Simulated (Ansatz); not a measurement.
# NbCrCl: the cost of one run

Method: DFT PBE, scalar-relativistic, plane waves, PAW, in Ansatz 0.2.0.

### Step 1. The system as given

Symmetry: P6_3/mmc, No. 194, hexagonal system. The conventional cell has a = 4.199 Å, b = 4.199 Å, c = 7.652 Å, α = 90.00°, β = 90.00°, γ = 120.00°. Nb (site symmetry -6m2) is surrounded by 3 Cr at 2.42 Å and 6 Cl at 3.09 Å. Cr (site symmetry -6m2) has 3 Nb at 2.42 Å and 6 Cl at 3.09 Å in its first shell of neighbours. Cl (site symmetry -3m) is surrounded by 6 Nb at 3.09 Å and 6 Cr at 3.09 Å.

Coordinates:

```cif
data_structure
_symmetry_space_group_name_H-M 'P 1'
_symmetry_Int_Tables_number 1
_cell_length_a 4.1986
_cell_length_b 4.1986
_cell_length_c 7.6516
_cell_angle_alpha 90.000
_cell_angle_beta 90.000
_cell_angle_gamma 120.000
_cell_volume 116.81
loop_
_atom_site_label
_atom_site_type_symbol
_atom_site_fract_x
_atom_site_fract_y
_atom_site_fract_z
_atom_site_occupancy
Nb1 Nb 0.66667 0.33333 0.25000 1
Nb2 Nb 0.33333 0.66667 0.75000 1
Cr1 Cr 0.33333 0.66667 0.25000 1
Cr2 Cr 0.66667 0.33333 0.75000 1
Cl1 Cl 0.00000 0.00000 0.50000 1
Cl2 Cl 0.00000 0.00000 0.00000 1
```

A structure generator made this guess: species swapped into a database cell of HoCuSi (P6_3/mmc, No. 194), with Cl on the Ho sites, Nb on the Si sites and Cr on the Cu sites. Lengths come from tabulated atomic sizes and are only a guess.

### Step 2. A first look at the guess

input.yaml reads:

```yaml
crystal:
  lattice:
    - [4.19859178, 0.0, 0.0]
    - [-2.09929589, 3.63608714, 0.0]
    - [0.0, 0.0, 7.65156491]
  atoms:
    - { symbol: Nb, position: [0.66666667, 0.33333333, 0.25] }
    - { symbol: Nb, position: [0.33333333, 0.66666667, 0.75] }
    - { symbol: Cr, position: [0.33333333, 0.66666667, 0.25], spin: 3.0 }
    - { symbol: Cr, position: [0.66666667, 0.33333333, 0.75], spin: 3.0 }
    - { symbol: Cl, position: [0.0, 0.0, 0.5] }
    - { symbol: Cl, position: [0.0, 0.0, 0.0] }
basis:
  ecutwfc: 420
kpoints:
  mp_grid: { grid: [6, 6, 2] }
hamiltonian:
  xc: pbe
scf:
  occupations: { method: gaussian, width: 0.1 }
  lower_state_search: "off"
output:
  forces: true
  stress: true
  eigenvalues: true
  populations: true
magnetization:
  spin_polarized: true
```

The run is started by

```sh
> ansatz run input.yaml --threads 1 --pin off --max-ram 2560MiB --backend cpu --events-out ev --progress --plain --runs-dir out
```

What time and memory should one allow on 1 thread of Arm Neoverse N1, shared host?

About 28 s, with a peak of 0.45 GiB.
